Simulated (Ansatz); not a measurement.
# BaGeP4: the cost of one run

Program: Ansatz 0.2.0. Level of theory: DFT PBE, scalar-relativistic, plane waves, PAW. These are calculated values, not measurements.

### 1 The system as given

Symmetry: F-43m, No. 216, cubic system. The conventional cell has a = 8.047 Å, b = 8.047 Å, c = 8.047 Å, α = 90.00°, β = 90.00°, γ = 90.00°. Ba (site symmetry -43m) is surrounded by 12 P at 3.34 Å and 4 Ge at 3.48 Å. Ge (site symmetry -43m) has 12 P at 3.33 Å and 4 Ba at 3.48 Å as nearest neighbours. P (site symmetry 3m) is surrounded by 6 P at 2.82 to 2.87 Å and 3 Ge at 3.33 Å and 3 Ba at 3.34 Å.

Coordinates:

```
Ba Ge P
1.0
     0.00000    4.02326    4.02326
     4.02326    0.00000    4.02326
     4.02326    4.02326    0.00000
Ba Ge P
1 1 4
Direct
  0.00000 0.00000 0.00000
  0.25000 0.25000 0.25000
  0.62403 0.12790 0.62403
  0.62403 0.62403 0.12790
  0.62403 0.62403 0.62403
  0.12790 0.62403 0.62403
```

A structure generator made this guess: species swapped into a database cell of TbNi4Au (F-43m, No. 216), with Ba on the Tb sites, P on the Ni sites and Ge on the Au sites. The dimensions are guesses.

### 2 Probe: one point on a coarse mesh

input.yaml

```yaml
crystal:
  lattice:
    - [0.0, 4.02325903, 4.02325903]
    - [4.02325903, 0.0, 4.02325903]
    - [4.02325903, 4.02325903, 0.0]
  atoms:
    - { symbol: Ba, position: [0.0, 0.0, 0.0] }
    - { symbol: Ge, position: [0.25, 0.25, 0.25] }
    - { symbol: P, position: [0.62403182, 0.12790453, 0.62403182] }
    - { symbol: P, position: [0.62403182, 0.62403182, 0.12790453] }
    - { symbol: P, position: [0.62403182, 0.62403182, 0.62403182] }
    - { symbol: P, position: [0.12790453, 0.62403182, 0.62403182] }
basis:
  ecutwfc: 420
kpoints:
  mp_grid: { grid: [4, 4, 4] }
hamiltonian:
  xc: pbe
scf:
  occupations: { method: gaussian, width: 0.1 }
  lower_state_search: "off"
output:
  forces: true
  stress: true
  eigenvalues: true
```

Started as:

```bash
$ ansatz run input.yaml --threads 1 --pin off --max-ram 2048MiB --backend cpu --events-out ev --progress --plain --runs-dir out
```

Q: Estimate wall time and peak memory on 1 thread of Intel Xeon 6975P-C (Granite Rapids), shared host.

About 1.7 s, with a peak of 0.38 GiB.
